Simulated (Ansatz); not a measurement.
# LaTiF6: one geometry, two states

An SCF can end in more than one state. Here LaTiF6, a known structure type filled with other elements, at an estimated volume, is run from each state found earlier: which lies lowest, and what else changes?

Computed, not measured: Ansatz 0.2.0, DFT, r2SCAN, plane waves, PAW.

### Step 1. The structure

Symmetry: R-3m, No. 166, trigonal system. The conventional cell has a = 7.151 Å, b = 7.151 Å, c = 6.728 Å, α = 90.00°, β = 90.00°, γ = 120.00°. La (site symmetry -3m) is surrounded by 12 F at 2.64 to 2.75 Å. Around Ti (site symmetry -3m) lie 6 F at 1.82 Å. F (site symmetry m) is surrounded by 1 Ti at 1.82 Å.

As a file:

```
CELL_PARAMETERS angstrom
3.57544 2.06428 2.24278
-3.57544 2.06428 2.24278
0.00000 -4.12856 2.24278
ATOMIC_POSITIONS crystal
La 0.50000 0.50000 0.50000
Ti 0.00000 0.00000 0.00000
F 0.27600 0.91600 0.27600
F 0.27600 0.27600 0.91600
F 0.91600 0.27600 0.27600
F 0.72400 0.08400 0.72400
F 0.08400 0.72400 0.72400
F 0.72400 0.72400 0.08400
```

The states: A, no atom with a moment over 0.3 μB (no spin polarisation); B, Ti2 up (collinear spin). Each run reads its own saved solution as saved_state.

### Step 2. Run from state A

Contents of input.yaml:

```yaml
crystal:
  lattice:
    - [3.57543712, 2.06428183, 2.24278102]
    - [-3.57543712, 2.06428183, 2.24278102]
    - [0.0, -4.12856365, 2.24278102]
  atoms:
    - { symbol: La, position: [0.5, 0.5, 0.5] }
    - { symbol: Ti, position: [0.0, 0.0, 0.0] }
    - { symbol: F, position: [0.276, 0.916, 0.276] }
    - { symbol: F, position: [0.276, 0.276, 0.916] }
    - { symbol: F, position: [0.916, 0.276, 0.276] }
    - { symbol: F, position: [0.724, 0.084, 0.724] }
    - { symbol: F, position: [0.084, 0.724, 0.724] }
    - { symbol: F, position: [0.724, 0.724, 0.084] }
kpoints:
  mp_grid: { grid: [5, 5, 5], shift: [0, 0, 0] }
magnetization:
  spin_polarized: false
scf:
  occupations: { method: cold, width: 0.0831 }
  lower_state_search: "off"
  max_iter: 200
hamiltonian:
  pseudopotentials: { kind: paw }
  xc: r2scan
basis:
  ecutwfc: 500
  fft_grid_basis: typed
output:
  forces: true
  stress: true
  eigenvalues: true
  bader: true
  populations: true
  elf: true
  write_potential: true
  volumetric_format: npy
  dos:
    e_range: [-12, 8]
    de: 0.05
    projected: { site_lists: { F: [F], La: [La], Ti: [Ti] } }
checkpoint:
  read: saved_state
```

Standard output, shortened:

```text
Warning: crystal.lattice misses the space group found at crystal.symmetry.tolerance 1.0e-5 in a digit that the deck types, which is why this is a warning: making the lattice exact moves one of its numbers by a whole unit of that number's last typed decimal, or more. The operation that it [...]
Warning: RAYON_NUM_THREADS=1 ignored (pool sized by the plan → 1); use --threads N
La: projections on atomic orbitals take those of the free atom [Kr 4d10] 4f0 5s2 5p6 5d1 6s2, of charge +0.00 (hamiltonian.pseudopotentials.projection_atoms); the dataset's partial waves leave at most 1.9e-5 of an orbital's norm unspanned inside its sphere
[...]
Pseudopotentials: kind: paw
Pseudopotential: La, paw, valence charge 11, recommended cutoff 500 eV (meta_gga), La.paw.azcp
Pseudopotential: Ti, paw, valence charge 12, recommended cutoff 500 eV (meta_gga), Ti.paw.azcp
Pseudopotential: F, paw, valence charge 7, recommended cutoff 500 eV (meta_gga), F.paw.azcp
Functional definition: r2SCAN
[...]
Crystal: 8 atoms, lattice volume = 99.320 Å³
Basis set: ecut = 500 eV, 2529 PW (Γ), exchange–correlation on 144×144×144 points (64 copies of the dense FFT grid, shifted against one another)
Bands: 41, of which v1, the nominal top of the filled ones, is band 33 counted from 1 (32 counted from 0)
Symmetry: 12 space group operations
Space group: R-3m (ITA 166), of the structure as read, at distance tolerance 4.6e-5 Å
k-points: 19 of 125
[...]
SCF iter   1: F=—  HF=-13640.549340 eV  |F-HF|=—  |Δ(HF+E_count)|=         —  Δρ=1.76e-3  dr2=6.61e-4  dr2_τ=6.47e-3  ethr=7.16e-7  ⟨swp⟩=3.1  Hψ=4970  notcnv=0
[...]
Free energy (F): -13640.561798 eV
[...]
E sigma→0 (E₀):  -13640.561428 eV
Entropy (-TS):   -0.001111 eV (-0.139 meV/atom)
Fermi energy:    11.425928 eV
[...]
--- Forces (eV/Å), atoms counted from 1 ---
  atom   1  La    -0.00000000     0.00000000     0.00000000
  atom   2  Ti     0.00000000     0.00000000     0.00000000
  atom   3  F      1.99118945    -1.14961376     1.73847547
  atom   4  F      0.00000000     2.29922753     1.73847547
  atom   5  F     -1.99118945    -1.14961376     1.73847547
  atom   6  F     -1.99118945     1.14961376    -1.73847547
  atom   7  F      1.99118945     1.14961376    -1.73847547
  atom   8  F      0.00000000    -2.29922753    -1.73847547
[...]
--- Stress (GPa, compression-positive) ---
       12.824100       0.000000       0.000000
        0.000000      12.824100       0.000000
        0.000000       0.000000      13.405096
  P = ⅓ Tr σ = 13.0178 GPa (130.178 kbar)
--- Band table (eV; the first three rows and the last of 19) ---
[...]
--- Löwdin populations: 8 sites ---
  site symbol       q [e]
     0     La      9.6142
     1     Ti     10.5737
     2      F      7.4445
     3      F      7.4445
     4      F      7.4445
     5      F      7.4445
     6      F      7.4445
     7      F      7.4445
  spilling = 0.002229 (of n_electrons = 65.000000)
--- Bader charges: 8 sites ---
  site symbol  charge [e]  shift [e]
     0     La      2.2902     0.0000
     1     Ti      2.2639     0.0071
     2      F     -0.7590     0.0012
     3      F     -0.7590     0.0012
     4      F     -0.7590     0.0012
     5      F     -0.7590     0.0012
     6      F     -0.7590     0.0012
     7      F     -0.7590     0.0012
  estimated error of the sums over rays = 3.3e-4 e
```

Wall time 57 s (1 thread of an Arm CPU, shared host); peak memory 0.62 GiB.

### Step 3. State A: levels and charges

Counts of states in windows (eV from the Fermi level; tetrahedra), total and projected:

| from | to | total | F p | Ti d |
| --- | --- | --- | --- | --- |
| -8.0 | -7.0 | 11.23 | 10.97 | 0.05 |
| -7.0 | -6.0 | 0.38 | 0.38 | 0.00 |
| -6.0 | -5.0 | 0.00 | 0.00 | 0.00 |
| -5.0 | -4.0 | 0.00 | 0.00 | 0.00 |
| -4.0 | -3.0 | 0.00 | 0.00 | 0.00 |
| -3.0 | -2.0 | 0.00 | 0.00 | 0.00 |
| -2.0 | -1.0 | 0.00 | 0.00 | 0.00 |
| -1.0 | 0.0 | 0.79 | 0.07 | 0.47 |

The bands computed are complete only to about 0.7 eV above the Fermi level.

Gathered by element (positive charge: electrons given up): Löwdin charges also hold the electrons that the projection spills.

| element | atoms | Bader charge (e) | Bader volume (Å³) | Löwdin charge (e) |
| --- | --- | --- | --- | --- |
| La | 1 | +2.29 | 18.8 | +1.38 |
| Ti | 1 | +2.26 | 6.3 | +1.43 |
| F | 6 | -0.76 | 12.4 | -0.44 |

Löwdin charges rest on a small set of atomic orbitals that misses 0.2 % of the electrons, so they need not add up to the cell's charge and can differ from Bader's even in sign.

### Step 4. Run from state B

Edit input.yaml of step 2 so:

```diff
@@ -16,4 +16,14 @@
   mp_grid: { grid: [5, 5, 5], shift: [0, 0, 0] }
+  band_path:
+    path:
+      - [0.0, 0.0, 0.0]
+      - [0.5, 0.0, 0.0]
+      - [0.5, -0.5, 0.5]
+      - [0.36340319, -0.63659681, 0.36340319]
+      - [0.36340319, 0.36340319, 0.36340319]
+      - [0.0, 0.0, 0.0]
+      - [0.5, -0.5, 0.0]
+    npoints: 10
 magnetization:
-  spin_polarized: false
+  spin_polarized: true
 scf:
```

Standard output, shortened:

```text
Warning: crystal.lattice misses the space group found at crystal.symmetry.tolerance 1.0e-5 in a digit that the deck types, which is why this is a warning: making the lattice exact moves one of its numbers by a whole unit of that number's last typed decimal, or more. The operation that it [...]
Warning: RAYON_NUM_THREADS=1 ignored (pool sized by the plan → 1); use --threads N
La: projections on atomic orbitals take those of the free atom [Kr 4d10] 4f0 5s2 5p6 5d1 6s2, of charge +0.00 (hamiltonian.pseudopotentials.projection_atoms); the dataset's partial waves leave at most 1.9e-5 of an orbital's norm unspanned inside its sphere
band count auto-derived: 42 (N_el = 65.0; filled up to band 33; 41 by the electrons, moments and atoms)
[...]
Pseudopotentials: kind: paw
Pseudopotential: La, paw, valence charge 11, recommended cutoff 500 eV (meta_gga), La.paw.azcp
Pseudopotential: Ti, paw, valence charge 12, recommended cutoff 500 eV (meta_gga), Ti.paw.azcp
Pseudopotential: F, paw, valence charge 7, recommended cutoff 500 eV (meta_gga), F.paw.azcp
[...]
  atom   8  F     -0.00000000    -2.51879291    -1.94440338
[...]
--- Stress (GPa, compression-positive) ---
       13.448179      -0.000000       0.000000
        0.000000      13.448179       0.000000
        0.000000       0.000000      14.283084
  P = ⅓ Tr σ = 13.7265 GPa (137.265 kbar)
--- Band table (eV; the first three rows and the last of 38) ---
[...]
--- Löwdin populations: 8 sites ---
  site symbol       q [e]    m [muB]
     0     La      9.5571     0.2198
     1     Ti     10.5926     0.7202
     2      F      7.4509     0.0081
     3      F      7.4509     0.0081
     4      F      7.4509     0.0081
     5      F      7.4509     0.0081
     6      F      7.4509     0.0081
     7      F      7.4509     0.0081
  spilling = 0.002228 (of n_electrons = 65.000000)
--- Bader charges: 8 sites ---
  site symbol  charge [e]  shift [e]    m [muB]
     0     La      2.3480     0.0000     0.1991
     1     Ti      2.2262     0.0070     0.6680
     2      F     -0.7624     0.0012     0.0222
     3      F     -0.7624     0.0012     0.0222
     4      F     -0.7624     0.0012     0.0222
     5      F     -0.7624     0.0012     0.0222
     6      F     -0.7624     0.0012     0.0222
     7      F     -0.7624     0.0012     0.0222
  estimated error of the sums over rays = 1.4e-4 e
```

Wall time 1.8 min (1 thread of an Arm CPU, shared host); peak memory 0.75 GiB.

### Step 5. State B: levels and charges

States per cell by energy window, from dos.tsv and pdos.tsv (tetrahedra; eV from the Fermi level):

| from | to | total | up | down | F p |
| --- | --- | --- | --- | --- | --- |
| -9.0 | -8.0 | 9.90 | 4.84 | 5.04 | 9.12 |
| -8.0 | -7.0 | 12.03 | 5.98 | 6.06 | 11.66 |
| -7.0 | -6.0 | 2.90 | 1.39 | 1.51 | 2.87 |
| -6.0 | -5.0 | 0.00 | 0.00 | 0.00 | 0.00 |
| -5.0 | -4.0 | 0.00 | 0.00 | 0.00 | 0.00 |
| -4.0 | -3.0 | 0.00 | 0.00 | 0.00 | 0.00 |
| -3.0 | -2.0 | 0.00 | 0.00 | 0.00 | 0.00 |
| -2.0 | -1.0 | 0.00 | 0.00 | 0.00 | 0.00 |
| -1.0 | 0.0 | 1.00 | 1.00 | 0.00 | 0.12 |

On the mesh the valence top lies at -0.14 eV and the conduction bottom at 0.11 eV on this scale. The bands computed are complete only to about 0.6 eV above the Fermi level.

Gathered by element (positive charge: electrons given up): Löwdin charges also hold the electrons that the projection spills.

| element | atoms | Bader charge (e) | Bader volume (Å³) | Löwdin charge (e) | Bader moment, size (μB) |
| --- | --- | --- | --- | --- | --- |
| La | 1 | +2.35 | 18.7 | +1.44 | 0.20 |
| Ti | 1 | +2.23 | 6.4 | +1.41 | 0.67 |
| F | 6 | -0.76 | 12.4 | -0.45 | 0.02 |

The Löwdin projection spills 0.2 % of the electrons and depends on the orbitals chosen; where it disagrees with Bader's partition, neither is an observable.

The main site moments: Ti2 up.

### Step 6. The states side by side

| state | free energy (meV/atom) | largest site moment (μB) | size of the net moment (μB/cell) | gap (eV) | pressure (GPa) | largest force (eV/Å) | SCF cycles |
| --- | --- | --- | --- | --- | --- | --- | --- |
| A | 41.0 | – | – | metal | 13.0 | 2.88 | 7 |
| B | 0.0 | 0.50 | 1.00 | 0.25 | 13.7 | 3.18 | 15 |

State B lies lowest, 41.0 meV per atom under state A. They differ in kind: A is a metal, B is gapped. The atoms are far from rest (forces to 3.2 eV/Å), so order and character hold for this geometry alone. At the same volume their pressures differ by 0.7 GPa, the state with the larger moments having the higher pressure, so it wants the larger volume. Not all runs allow spin: where it is off, the gap in energy is mostly the cost of forbidding moments, not two ends of one search.

Keep in mind: an odd count of electrons without spin polarisation forces a partly filled band.
